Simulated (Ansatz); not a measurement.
# Nb (Nb, hcp): the cost of one run

Program: Ansatz 0.2.0. Level of theory: DFT r2SCAN, plane waves (500 eV) with PAW, scalar-relativistic; the PAW data stem from PBE, with regenerated cores. These are calculated values, not measurements.

## (1) Starting point

Symmetry: P6_3/mmc, No. 194, hexagonal system. Conventional cell: a = 2.940 Å, b = 2.940 Å, c = 4.802 Å, α = 90.00°, β = 90.00°, γ = 120.00°. Around Nb (site symmetry -6m2) lie 12 Nb at 2.94 Å.

Coordinates:

```cif
data_structure
_symmetry_space_group_name_H-M 'P 1'
_symmetry_Int_Tables_number 1
_cell_length_a 2.9403
_cell_length_b 2.9403
_cell_length_c 4.8015
_cell_angle_alpha 90.000
_cell_angle_beta 90.000
_cell_angle_gamma 120.000
_cell_volume 35.95
loop_
_atom_site_label
_atom_site_type_symbol
_atom_site_fract_x
_atom_site_fract_y
_atom_site_fract_z
_atom_site_occupancy
Nb1 Nb 0.33333 0.66667 0.25000 1
Nb2 Nb 0.66667 0.33333 0.75000 1
```

The atoms start with moments of +1 ×2 μB.

## (2) Relaxation of the cell

Input file input.yaml:

```yaml
crystal:
  lattice:
    - [2.9403180252, 0.0, 0.0]
    - [-1.4701590126, 2.546390105, 0.0]
    - [0.0, 0.0, 4.8015393351]
  atoms:
    - { symbol: Nb, position: [0.3333333333, 0.6666666667, 0.25], spin: 1.0 }
    - { symbol: Nb, position: [0.6666666667, 0.3333333333, 0.75], spin: 1.0 }
hamiltonian:
  xc: r2scan
  pseudopotentials:
    kind: paw
    azcp:
      Nb: "pseudopotentials/Nb.paw.azcp"
basis:
  ecutwfc: 500
  fft_grid_basis: typed
kpoints:
  mp_grid: { grid: [12, 12, 7], shift: [0, 0, 0] }
magnetization:
  spin_polarized: true
scf:
  occupations: { method: fermi_dirac, width: 0.05 }
relax:
  max_steps: 60
  f_tol: 0.01
  cell: {}
```

Run with:

```sh
$ ansatz run input.yaml --threads 2 --pin off --max-ram 6144MiB --backend cpu --events-out ev --progress --plain --runs-dir out
```

**Question.** How long does this run take on 2 threads of AMD EPYC 9R45 (Zen 5), shared host, and how much memory does it need?

About 25 s, with a peak of 0.56 GiB.
